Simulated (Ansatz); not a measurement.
# C2H8FGaO: the cost of one run

Computed with Ansatz 0.2.0, Gaussian basis. Level: the settings change from run to run.

## (1) The geometry

An earlier PBE0-D4 in a triple-zeta def2 set relaxation fixed the geometry.

13 atoms, charge 0, spin multiplicity 1.

Atoms are counted from 1 here; the program's logs count them from 0.

Bond lengths: C1–Ga2 1.957 Å, C1–H6 1.092 Å, C1–H7 1.091 Å, C1–H8 1.093 Å, Ga2–C3 1.965 Å, Ga2–O4 2.180 Å, Ga2–F5 1.823 Å, C3–H9 1.092 Å, C3–H10 1.093 Å, C3–H11 1.093 Å, O4–H12 0.962 Å, O4–H13 0.974 Å. Angles: Ga2–C1–H6 111.4°, Ga2–C1–H7 110.1°, Ga2–C1–H8 110.5°, H6–C1–H7 108.7°, H6–C1–H8 107.9°, H7–C1–H8 108.1°, C1–Ga2–C3 132.2°, C1–Ga2–O4 103.8°, C1–Ga2–F5 112.2°, C3–Ga2–O4 101.9°, C3–Ga2–F5 111.8°, O4–Ga2–F5 79.2°, Ga2–C3–H9 110.8°, Ga2–C3–H10 111.6°, Ga2–C3–H11 110.5°, H9–C3–H10 108.9°, H9–C3–H11 107.6°, H10–C3–H11 107.3° and more.

## (2) RPA/cc-pVTZ-DK

Options: charge +1, multiplicity 2.

File in.yaml:

```yaml
crystal:
  periodic: [false, false, false]
  atoms:
    - {symbol: C, position_ang: [-1.757139, 0.217314, -0.975621]}
    - {symbol: Ga, position_ang: [0.092639, 0.042431, -0.360812]}
    - {symbol: C, position_ang: [1.122874, -1.494359, 0.300945]}
    - {symbol: O, position_ang: [0.215472, 1.421982, 1.322235]}
    - {symbol: F, position_ang: [1.174037, 1.335652, -1.055557]}
    - {symbol: H, position_ang: [-2.453620, -0.266995, -0.288109]}
    - {symbol: H, position_ang: [-2.026194, 1.271291, -1.061642]}
    - {symbol: H, position_ang: [-1.879644, -0.244836, -1.958022]}
    - {symbol: H, position_ang: [2.129892, -1.189937, 0.593624]}
    - {symbol: H, position_ang: [0.634174, -1.967353, 1.156472]}
    - {symbol: H, position_ang: [1.220047, -2.253807, -0.478508]}
    - {symbol: H, position_ang: [0.761583, 1.107004, 2.049384]}
    - {symbol: H, position_ang: [0.786079, 1.986716, 0.770412]}
basis:
  gaussian: {orbitals: cc-pVTZ-DK}
total_charge: 1
magnetization: {spin_polarized: true, initial_magnetization: 1}
hamiltonian: {xc: {name: HF}}
correlation: {method: rpa}
```

Launch:

```
ansatz run in.yaml --threads 4 --pin off --events-out ev --progress --plain --max-ram 11315MiB
```

Q: Estimate wall time and peak memory on 4 threads of Intel Xeon 6975P-C, shared host.

About 9.5 s, with a peak of 0.95 GiB.
